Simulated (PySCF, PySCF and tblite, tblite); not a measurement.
# C5H9NOS: a path driven as rotation about a bond, and NMR exchange, part 2 of 2

PySCF and tblite. Atoms count from 0. Earlier steps stand in the parts before.

## Step 9: The path in numbers

What the job is given:

```
{"job": {"smiles": "C=CC(=S)N(C)OC", "charge": 0, "mult": 1, "motion": "rotation", "what": "diene or enone", "atoms": [1, 2], "drives": [{"terms": [["t", [0, 1, 2, 3], 0.25], ["t", [0, 1, 2, 4], 0.25], ["t", [10, 1, 2, 3], 0.25], ["t", [10, 1, 2, 4], 0.25]], "by": 180, "n": 12}], "study": "path", "level": {"kind": "nmr", "xc": "PBE0", "basis": "pcSseg-1", "solvent": "acetonitrile"}, "fields": [100, 360, 800], "first": 5, "seed": 598, "kind": "path"}, "charge": 0, "multiplicity": 1}
C      2.727001     0.788136     0.804033
C      1.510850     0.255009     0.822432
C      0.889517    -0.344824    -0.348044
S      1.713262    -0.635477    -1.750758
N     -0.404989    -0.702910    -0.264546
C     -1.107427    -1.328299    -1.354767
O     -1.173212    -0.360330     0.844638
C     -1.803082     0.904809     0.712243
H      3.172703     1.215151     1.684875
H      3.307356     0.803718    -0.103815
H      0.922312     0.233603     1.730090
H     -2.084252    -1.641338    -0.992975
H     -1.217926    -0.642805    -2.199789
H     -0.544554    -2.198663    -1.693528
H     -1.065646     1.702171     0.580832
H     -2.505854     0.913295    -0.125694
H     -2.343055     1.050783     1.644865
```

Standard output:

```text
stationary points (kcal/mol above the start)
  n  kind          group   xTB      DFT    lowest mode
  0  minimum      C1       0.00     0.00      60.2
  1  saddle       C1       3.94     3.46     -62.1
  2  minimum      C1       1.26     2.39      67.5

GFN2-xTB energies: T/K, barrier G, reaction G (kcal/mol), k forward, k back (1/s)
 150.00     3.50     1.32   2.51e+07   2.07e+09
 200.00     3.53     1.31   5.84e+08   1.59e+10
 250.00     3.57     1.31   3.93e+09   5.48e+10
 298.15     3.63     1.30   1.36e+10   1.23e+11
 350.00     3.70     1.30   3.55e+10    2.3e+11
 400.00     3.79     1.29   7.09e+10   3.61e+11
 500.00     3.99     1.28   1.88e+11   6.82e+11

PBE0/pcSseg-1 + D3(BJ), IEF-PCM acetonitrile energies: T/K, barrier G, reaction G (kcal/mol), k forward, k back (1/s)
 150.00     3.02     2.44   1.25e+08   4.57e+11
 200.00     3.05     2.44   1.95e+09   9.09e+11
 250.00     3.09     2.44   1.03e+10    1.4e+12
 298.15     3.15     2.43   3.05e+10   1.86e+12
 350.00     3.23     2.43   7.06e+10   2.32e+12
 400.00     3.31     2.42   1.29e+11   2.73e+12
 500.00     3.51     2.41   3.04e+11   3.44e+12
```

It took 1.7 min on 1 thread of Arm Neoverse V1, shared host; peak memory 1 GiB. This counts the whole study up to here.

Barriers by level (kcal/mol; entropies in cal/(mol K)). Zero-point and thermal terms come from xTB in every row. ΔG‡ leaves symmetry out; the rate counts one path; effective ΔG‡, where given, is the barrier that would give that rate by Eyring's equation alone:

```csv
level,ΔE‡,with zero-point,ΔH‡,ΔS‡,ΔG‡ (298 K),ΔE of reaction,k at 298 K (1/s),effective ΔG‡
GFN2-xTB,3.94,3.48,3.23,-1.3,3.63,1.26,1.4e+10,3.63
"PBE0/pcSseg-1 + D3(BJ), IEF-PCM acetonitrile",3.46,3.00,2.75,-1.3,3.15,2.39,3e+10,3.15
```

Sites that the driver pairs across this motion, and where their lines would merge (no couplings; faster rotations or exchange between molecules can average them sooner):

```csv
nucleus,sites: shielding (ppm),proton frequency (MHz),spread (Hz),coalescence (K),lines at 298 K
13C,C0: 43.1; C0 (end): 52.5,800,1880,not given,–
13C,C1: 53.1; C1 (end): 45.0,800,1616,not given,–
1H,H9: 24.43; H9 (end): 25.17,800,591,not given,–
1H,H10: 24.36; H10 (end): 25.00,800,514,not given,–
13C,C2: -10.7; C2 (end): -13.2,800,508,not given,–
13C,C7: 122.5; C7 (end): 124.4,800,396,not given,–
13C,C5: 143.9; C5 (end): 142.8,800,238,not given,–
15N,N4: 25.1; N4 (end): 27.4,800,181,not given,–
```

A dash: the driver gave no coalescence for this row (it judged the minor form too scarce).

Rows that set an atom against itself at the end compare its shielding in the two forms.

## Step 10: Shieldings, start: PBE0/def2-SVP

What the job is given:

```
{"job": {"kind": "nmr", "xc": "PBE0", "basis": "def2-SVP", "pop": false}, "charge": 0, "multiplicity": 1}
C      2.727001     0.788136     0.804033
C      1.510850     0.255009     0.822432
C      0.889517    -0.344824    -0.348044
S      1.713262    -0.635477    -1.750758
N     -0.404989    -0.702910    -0.264546
C     -1.107427    -1.328299    -1.354767
O     -1.173212    -0.360330     0.844638
C     -1.803082     0.904809     0.712243
H      3.172703     1.215151     1.684875
H      3.307356     0.803718    -0.103815
H      0.922312     0.233603     1.730090
H     -2.084252    -1.641338    -0.992975
H     -1.217926    -0.642805    -2.199789
H     -0.544554    -2.198663    -1.693528
H     -1.065646     1.702171     0.580832
H     -2.505854     0.913295    -0.125694
H     -2.343055     1.050783     1.644865
```

Standard output:

```text
coarse grid: 14784 points
cycle   1  E = -722.9465019919  dE =  1.114e+00  |g| = 6.600e-01  |ddm| = 4.390e+00
cycle   2  E = -722.6434948315  dE =  3.030e-01  |g| = 1.307e+00  |ddm| = 2.218e+00
cycle   3  E = -723.0482409811  dE = -4.047e-01  |g| = 1.748e-01  |ddm| = 1.662e+00
cycle   4  E = -723.0542912677  dE = -6.050e-03  |g| = 9.076e-02  |ddm| = 3.414e-01
cycle   5  E = -723.0563841373  dE = -2.093e-03  |g| = 2.517e-02  |ddm| = 1.417e-01
cycle   6  E = -723.0565172152  dE = -1.331e-04  |g| = 5.048e-03  |ddm| = 2.414e-02
cycle   7  E = -723.0565226874  dE = -5.472e-06  |g| = 2.144e-03  |ddm| = 7.503e-03
final grid: 138336 points
cycle   8  E = -723.1416999537  dE = -1.378e-05  |g| = 1.287e-02  |ddm| = 3.828e-02
cycle   9  E = -723.1416123149  dE =  8.764e-05  |g| = 2.215e-02  |ddm| = 4.289e-02
cycle  10  E = -723.1417406793  dE = -1.284e-04  |g| = 3.461e-03  |ddm| = 3.111e-02
cycle  11  E = -723.1417435706  dE = -2.891e-06  |g| = 5.069e-04  |ddm| = 3.889e-03
cycle  12  E = -723.1417436312  dE = -6.055e-08  |g| = 1.327e-04  |ddm| = 6.347e-04
cycle  13  E = -723.1417436354  dE = -4.196e-09  |g| = 4.428e-05  |ddm| = 2.043e-04
cycle  14  E = -723.1417436359  dE = -4.973e-10  |g| = 1.884e-05  |ddm| = 8.274e-05
converged SCF energy = -723.1417436359

GIAO shielding tensors (ppm)
atom      isotropic    diamagn.    paramagn.     s11        s22        s33       span
  0 C       63.180     251.525    -188.345    -37.559     45.117    181.981    219.540
  1 C       71.769     252.782    -181.013    -34.144     74.901    174.549    208.693
  2 C        7.404     257.807    -250.404   -109.012     12.694    118.529    227.541
  3 S      262.819    1059.221    -796.402   -237.238    246.358    779.337   1016.575
  4 N       63.939     324.354    -260.415    -16.638     89.278    119.178    135.816
  5 C      156.835     244.118     -87.283    136.430    149.336    184.739     48.310
  6 O      193.724     391.044    -197.320    102.413    136.531    342.229    239.816
  7 C      137.280     245.270    -107.990    104.556    115.553    191.733     87.177
  8 H       26.051      29.061      -3.010     24.292     25.414     28.448      4.157
  9 H       24.730      32.682      -7.953     21.426     22.875     29.887      8.460
 10 H       24.818      33.594      -8.776     21.792     22.228     30.434      8.643
 11 H       28.802      29.596      -0.794     24.486     28.106     33.814      9.328
 12 H       28.258      30.108      -1.850     24.851     25.844     34.080      9.229
 13 H       27.620      29.075      -1.456     22.522     27.086     33.251     10.729
 14 H       28.382      31.799      -3.417     24.211     27.863     33.072      8.861
 15 H       28.111      30.648      -2.537     24.181     26.769     33.385      9.204
 16 H       28.207      29.376      -1.169     25.008     25.233     34.381      9.373
```

Wall time 19 s (1 thread of Arm Neoverse V1, shared host); peak memory 0.83 GiB.

Key values: HOMO -5.84 eV, LUMO -1.55 eV; dipole 3.93 D.

## Step 11: Single-point energy, saddle of leg 1: PBE0/def2-SVP

What the job is given:

```
{"job": {"kind": "sp", "xc": "PBE0", "basis": "def2-SVP", "pop": false}, "charge": 0, "multiplicity": 1}
C      2.017037     1.065186     0.980791
C      1.764224    -0.221193     0.812309
C      1.011923    -0.781882    -0.320102
S      1.822766    -1.525672    -1.543611
N     -0.321474    -0.675073    -0.326787
C     -1.158751    -1.256027    -1.345191
O     -0.973918    -0.155701     0.791251
C     -1.520481     1.132727     0.569355
H      2.627594     1.417314     1.793830
H      1.647286     1.815736     0.301214
H      2.187563    -0.963183     1.476740
H     -2.131534    -1.476059    -0.909810
H     -1.272942    -0.576929    -2.193524
H     -0.695844    -2.177172    -1.699836
H     -0.744408     1.855267     0.306134
H     -2.286351     1.112820    -0.211315
H     -1.972691     1.409841     1.518554
```

Standard output:

```text
coarse grid: 14784 points
cycle   1  E = -722.9409606400  dE =  1.110e+00  |g| = 6.547e-01  |ddm| = 4.323e+00
cycle   2  E = -722.6538591330  dE =  2.871e-01  |g| = 1.282e+00  |ddm| = 2.071e+00
cycle   3  E = -723.0388392158  dE = -3.850e-01  |g| = 1.820e-01  |ddm| = 1.528e+00
cycle   4  E = -723.0460541389  dE = -7.215e-03  |g| = 8.346e-02  |ddm| = 3.180e-01
cycle   5  E = -723.0477770270  dE = -1.723e-03  |g| = 2.583e-02  |ddm| = 1.218e-01
cycle   6  E = -723.0479171035  dE = -1.401e-04  |g| = 5.209e-03  |ddm| = 2.544e-02
cycle   7  E = -723.0479229697  dE = -5.866e-06  |g| = 2.241e-03  |ddm| = 7.260e-03
final grid: 138336 points
cycle   8  E = -723.1334279231  dE = -1.084e-05  |g| = 1.301e-02  |ddm| = 3.392e-02
cycle   9  E = -723.1333351838  dE =  9.274e-05  |g| = 2.270e-02  |ddm| = 3.984e-02
cycle  10  E = -723.1334698196  dE = -1.346e-04  |g| = 3.403e-03  |ddm| = 2.880e-02
cycle  11  E = -723.1334725554  dE = -2.736e-06  |g| = 4.513e-04  |ddm| = 3.658e-03
cycle  12  E = -723.1334725991  dE = -4.369e-08  |g| = 1.561e-04  |ddm| = 5.697e-04
cycle  13  E = -723.1334726049  dE = -5.760e-09  |g| = 5.226e-05  |ddm| = 2.207e-04
cycle  14  E = -723.1334726055  dE = -6.607e-10  |g| = 2.214e-05  |ddm| = 8.070e-05
converged SCF energy = -723.1334726055
```

Wall time 9.9 s (1 thread of Arm Neoverse V1, shared host); peak memory 0.61 GiB.

Key values: HOMO -5.80 eV, LUMO -0.72 eV; dipole 4.36 D.

## Step 12: Shieldings, end: PBE0/def2-SVP

What the job is given:

```
{"job": {"kind": "nmr", "xc": "PBE0", "basis": "def2-SVP", "pop": false}, "charge": 0, "multiplicity": 1}
C      1.717245     0.467526     1.659453
C      1.868619     0.195114     0.367990
C      0.969741    -0.607032    -0.448455
S      1.603556    -1.514142    -1.677505
N     -0.348668    -0.662648    -0.197253
C     -1.237935    -1.474861    -0.989470
O     -0.960806     0.228359     0.678871
C     -1.283695     1.469974     0.073976
H      2.470137     1.016022     2.199658
H      0.856770     0.144743     2.219481
H      2.770793     0.487372    -0.152605
H     -2.238071    -1.386745    -0.571485
H     -1.234520    -1.160009    -2.036848
H     -0.912796    -2.514661    -0.946045
H     -0.384302     1.977485    -0.286056
H     -1.989904     1.340288    -0.751174
H     -1.745565     2.057430     0.863731
```

Standard output:

```text
coarse grid: 14784 points
cycle   1  E = -722.9502304245  dE =  1.106e+00  |g| = 6.368e-01  |ddm| = 4.358e+00
cycle   2  E = -722.6873649873  dE =  2.629e-01  |g| = 1.229e+00  |ddm| = 2.086e+00
cycle   3  E = -723.0441195850  dE = -3.568e-01  |g| = 1.704e-01  |ddm| = 1.543e+00
cycle   4  E = -723.0503730870  dE = -6.254e-03  |g| = 8.031e-02  |ddm| = 3.124e-01
cycle   5  E = -723.0520627571  dE = -1.690e-03  |g| = 2.238e-02  |ddm| = 1.293e-01
cycle   6  E = -723.0521722786  dE = -1.095e-04  |g| = 3.824e-03  |ddm| = 2.750e-02
cycle   7  E = -723.0521752746  dE = -2.996e-06  |g| = 1.389e-03  |ddm| = 4.722e-03
final grid: 138336 points
cycle   8  E = -723.1375240010  dE = -1.282e-05  |g| = 1.314e-02  |ddm| = 3.765e-02
cycle   9  E = -723.1374348832  dE =  8.912e-05  |g| = 2.261e-02  |ddm| = 3.979e-02
cycle  10  E = -723.1375639096  dE = -1.290e-04  |g| = 3.522e-03  |ddm| = 2.957e-02
cycle  11  E = -723.1375669585  dE = -3.049e-06  |g| = 4.095e-04  |ddm| = 4.103e-03
cycle  12  E = -723.1375669903  dE = -3.175e-08  |g| = 1.246e-04  |ddm| = 5.027e-04
cycle  13  E = -723.1375669938  dE = -3.597e-09  |g| = 3.998e-05  |ddm| = 2.080e-04
cycle  14  E = -723.1375669943  dE = -4.277e-10  |g| = 1.747e-05  |ddm| = 7.361e-05
converged SCF energy = -723.1375669943

GIAO shielding tensors (ppm)
atom      isotropic    diamagn.    paramagn.     s11        s22        s33       span
  0 C       75.649     255.804    -180.155    -27.711     72.968    181.689    209.401
  1 C       62.819     250.876    -188.056    -39.602     84.115    143.946    183.548
  2 C        4.828     257.532    -252.704   -114.801      4.362    124.923    239.724
  3 S      136.138    1057.782    -921.644   -461.679    191.138    678.954   1140.633
  4 N       65.895     324.313    -258.418    -16.366     91.811    122.240    138.606
  5 C      155.679     244.239     -88.561    135.297    147.751    183.988     48.692
  6 O      193.756     392.730    -198.974     97.560    140.642    343.066    245.506
  7 C      138.654     245.621    -106.966    106.393    118.081    191.490     85.096
  8 H       26.207      28.935      -2.728     23.385     26.536     28.700      5.315
  9 H       25.617      34.661      -9.044     21.499     25.032     30.320      8.821
 10 H       25.233      30.417      -5.184     22.305     23.180     30.212      7.907
 11 H       28.770      30.117      -1.347     24.617     28.109     33.583      8.966
 12 H       28.162      29.912      -1.750     24.713     25.988     33.784      9.070
 13 H       27.934      29.034      -1.101     23.359     26.582     33.860     10.501
 14 H       28.248      32.036      -3.787     23.935     28.016     32.794      8.859
 15 H       28.204      31.026      -2.822     24.302     26.839     33.471      9.169
 16 H       28.409      30.051      -1.642     25.159     25.404     34.663      9.504
```

It took 19 s on 1 thread of Arm Neoverse V1, shared host; peak memory 0.83 GiB.

Key values: HOMO -5.88 eV, LUMO -1.48 eV; dipole 4.00 D.

## Step 13: Second level: PBE0/def2-SVP + D3(BJ)

What the job is given:

```
{"job": {"smiles": "C=CC(=S)N(C)OC", "charge": 0, "mult": 1, "motion": "rotation", "what": "diene or enone", "atoms": [1, 2], "drives": [{"terms": [["t", [0, 1, 2, 3], 0.25], ["t", [0, 1, 2, 4], 0.25], ["t", [10, 1, 2, 3], 0.25], ["t", [10, 1, 2, 4], 0.25]], "by": 180, "n": 12}], "study": "path", "level": {"kind": "nmr", "xc": "PBE0", "basis": "def2-SVP", "wide": true}, "fields": [100, 360, 800], "first": 5, "seed": 598, "kind": "pathvar"}, "charge": 0, "multiplicity": 1}
C      2.727001     0.788136     0.804033
C      1.510850     0.255009     0.822432
C      0.889517    -0.344824    -0.348044
S      1.713262    -0.635477    -1.750758
N     -0.404989    -0.702910    -0.264546
C     -1.107427    -1.328299    -1.354767
O     -1.173212    -0.360330     0.844638
C     -1.803082     0.904809     0.712243
H      3.172703     1.215151     1.684875
H      3.307356     0.803718    -0.103815
H      0.922312     0.233603     1.730090
H     -2.084252    -1.641338    -0.992975
H     -1.217926    -0.642805    -2.199789
H     -0.544554    -2.198663    -1.693528
H     -1.065646     1.702171     0.580832
H     -2.505854     0.913295    -0.125694
H     -2.343055     1.050783     1.644865
```

Standard output:

```text
stationary points (kcal/mol above the start)
  n  kind          group   xTB      DFT    lowest mode
  0  minimum      C1       0.00     0.00      60.2
  1  saddle       C1       3.94     5.15     -62.1
  2  minimum      C1       1.26     2.45      67.5

GFN2-xTB energies: T/K, barrier G, reaction G (kcal/mol), k forward, k back (1/s)
 150.00     3.50     1.32   2.51e+07   2.07e+09
 200.00     3.53     1.31   5.84e+08   1.59e+10
 250.00     3.57     1.31   3.93e+09   5.48e+10
 298.15     3.63     1.30   1.36e+10   1.23e+11
 350.00     3.70     1.30   3.55e+10    2.3e+11
 400.00     3.79     1.29   7.09e+10   3.61e+11
 500.00     3.99     1.28   1.88e+11   6.82e+11

PBE0/pcSseg-1 + D3(BJ), IEF-PCM acetonitrile energies: T/K, barrier G, reaction G (kcal/mol), k forward, k back (1/s)
 150.00     3.02     2.44   1.25e+08   4.57e+11
 200.00     3.05     2.44   1.95e+09   9.09e+11
 250.00     3.09     2.44   1.03e+10    1.4e+12
 298.15     3.15     2.43   3.05e+10   1.86e+12
 350.00     3.23     2.43   7.06e+10   2.32e+12
 400.00     3.31     2.42   1.29e+11   2.73e+12
 500.00     3.51     2.41   3.04e+11   3.44e+12

PBE0/def2-SVP + D3(BJ) energies: T/K, barrier G, reaction G (kcal/mol), k forward, k back (1/s)
 150.00     4.70     2.50   4.43e+05   1.97e+09
 200.00     4.73     2.50   2.83e+07   1.53e+10
 250.00     4.78     2.50   3.49e+08   5.32e+10
 298.15     4.83     2.49   1.78e+09    1.2e+11
 350.00     4.91     2.49   6.28e+09   2.25e+11
 400.00     4.99     2.48   1.56e+10   3.54e+11
 500.00     5.19     2.47   5.59e+10   6.72e+11
```

Wall time 2.5 min (1 thread of Arm Neoverse V1, shared host); peak memory 1 GiB. This counts the runs that the step sums up.

Barriers by level (kcal/mol; entropies in cal/(mol K)). Zero-point and thermal terms come from xTB in every row. ΔG‡ leaves symmetry out; the rate counts one path; effective ΔG‡, where given, is the barrier that would give that rate by Eyring's equation alone:

```csv
level,ΔE‡,with zero-point,ΔH‡,ΔS‡,ΔG‡ (298 K),ΔE of reaction,k at 298 K (1/s),effective ΔG‡
GFN2-xTB,3.94,3.48,3.23,-1.3,3.63,1.26,1.4e+10,3.63
"PBE0/pcSseg-1 + D3(BJ), IEF-PCM acetonitrile",3.46,3.00,2.75,-1.3,3.15,2.39,3e+10,3.15
PBE0/def2-SVP + D3(BJ),5.15,4.69,4.43,-1.3,4.83,2.45,1.8e+09,4.83
```

## Step 14: Summary of results

The summary covers parts 1 to 2.

```
                                              quantity                             value
barrier (PBE0/pcSseg-1 + D3(BJ), IEF-PCM acetonitrile)  ΔE‡ 3.5, ΔG‡(298 K) 3.1 kcal/mol
                                    barrier (GFN2-xTB)                  ΔE‡ 3.9 kcal/mol
                                         rate at 298 K                         3e+10 s⁻¹
                                       end of the path       2.4 kcal/mol from the start
```

The barrier is 3.5 kcal/mol at the DFT level (xTB: 3.9); with thermal terms and the count of paths the DFT value gives a rate of 3e+10 s⁻¹ at 298 K. An error of 1.4 kcal/mol changes that rate tenfold. PBE0/def2-SVP + D3(BJ) moves the barrier from 3.5 to 5.2 kcal/mol.
